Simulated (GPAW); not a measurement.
**HfB: relaxation of cell and atoms with LDA**

HfB:

```
Hf B
1.0
     0.00000    2.31000    2.31000
     2.31000    0.00000    2.31000
     2.31000    2.31000    0.00000
Hf B
1 1
Direct
  0.50000 0.50000 0.50000
  0.00000 0.00000 0.00000
```

- Program: GPAW 26.7.0
- Task: relaxation of cell and atoms
- Functional: LDA
- Potentials or basis: the program's PAW data sets (release 1.2.1) made for this functional
- Cutoff: 800 eV
- Basis: pw
- k mesh: 10 × 10 × 10
- Occupations: fermi-dirac, width 0.05 eV
- Spin: no spin polarisation
- Target pressure: 10 GPa
- Maxiter: 150
- Optimizer: BFGS
- Fmax: 0.02 eV/Å
- Max steps: 60
- Target pressure: 10 GPa
- Convergence: density=1e-05 forces=0.0001

* Relaxed volume: 12.82 Å³/atom
* Relaxed cell: a = 3.310 Å, b = 3.310 Å, c = 3.310 Å, α = 60.00°, β = 60.00°, γ = 60.00°
* Space group after relaxing (to 0.05 Å): Fm-3m (No. 225)
* Energy change on relaxing (the enthalpy is what falls): -45.4 meV/atom
* Ionic steps: 3
* Pressure after relaxing: 10.2 GPa
* Band gap on the k mesh: none (metal or under the smearing width)

Step by step:
| step | energy change (eV) | largest force (eV/Å) | pressure (GPa) | volume (Å³) |
| --- | --- | --- | --- | --- |
| 1 | 0.0000 | 0.0000 | 19.78 | 24.65 |
| 2 | -0.0442 | 0.0000 | 15.64 | 25.05 |
| 3 | -0.0908 | 0.0000 | 10.18 | 25.63 |

Final structure:
```xyz
2
Lattice="0.0000 2.3402 2.3402 2.3402 0.0000 2.3402 2.3402 2.3402 0.0000" Properties=species:S:1:pos:R:3 pbc="T T T"
Hf    2.3402    2.3402    2.3402
B     0.0000    0.0000    0.0000
```

Levels at points of the mesh, in eV from the Fermi level:
| k point | band 5 | band 6 | band 7 | band 8 | band 9 | band 10 | band 11 | band 12 |
| --- | --- | --- | --- | --- | --- | --- | --- | --- |
| (0.00, 0.00, 0.00) | -9.29 | 2.10 | 2.10 | 2.10 | 3.90 | 3.90 | 3.90 | 4.04 |
| (0.50, 0.50, 0.00) | -6.48 | -1.01 | -0.94 | 2.30 | 2.30 | 5.95 | 7.43 | 7.43 |
| (0.50, 0.50, 0.50) | -4.85 | -4.01 | -1.29 | -1.29 | 6.16 | 6.16 | 7.16 | 8.44 |

Wall time 68 s on 1 thread of Arm Neoverse V1, with other jobs on the host, peak memory 0.22 GiB.

Caveat: later steps reuse the first step's grids. The run has no spin-orbit coupling, so splittings on Hf are missing.
